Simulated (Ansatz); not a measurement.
# WC: the cost of one run

Method: DFT PBE, scalar-relativistic, plane waves, PAW, in Ansatz 0.2.0.

## 1. The structure to begin with

Symmetry: P-6m2, No. 187, hexagonal system. The conventional cell has a = 2.917 Å, b = 2.917 Å, c = 2.839 Å, α = 90.00°, β = 90.00°, γ = 120.00°. W (site symmetry -6m2) has 6 C at 2.20 Å as nearest neighbours. Around C (site symmetry -6m2) lie 6 W at 2.20 Å.

Structure file:

```
CELL_PARAMETERS angstrom
2.91659 0.00000 0.00000
-1.45830 2.52584 0.00000
0.00000 0.00000 2.83944
ATOMIC_POSITIONS crystal
W 0.00000 0.00000 0.00000
C 0.66667 0.33333 0.50000
```

Source of the structure: the Materials Project (structure only).

(A quick probe on a coarse mesh, which set the mesh and smearing, is not shown.)

## 3. Relaxing cell and atoms

Contents of input.yaml:

```yaml
crystal:
  lattice:
    - [2.91659443, 0.0, 0.0]
    - [-1.45829722, 2.52584487, 0.0]
    - [0.0, 0.0, 2.83943579]
  atoms:
    - { symbol: W, position: [0.0, 0.0, 0.0] }
    - { symbol: C, position: [0.66666667, 0.33333333, 0.5] }
basis:
  ecutwfc: 420
kpoints:
  mp_grid: { grid: [18, 18, 14] }
hamiltonian:
  xc: pbe
scf:
  occupations: { method: gaussian, width: 0.1 }
output:
  forces: true
  stress: true
  eigenvalues: true
  write_density: true
  write_potential: true
  elf: true
  volumetric_format: npy
relax:
  adjacent_minimum: "off"
  f_tol: 0.005
  max_steps: 80
  cell: { stress_tol: 0.05 }
```

On the command line:

```sh
ansatz run input.yaml --threads 4 --pin off --max-ram 8192MiB --backend cpu --events-out ev --progress --plain --runs-dir out
```

Q: Estimate wall time and peak memory on 4 threads of Intel Xeon Platinum 8259CL at 2.50GHz (Skylake/Cascade Lake), shared host.

About 11 s, with a peak of 0.49 GiB.
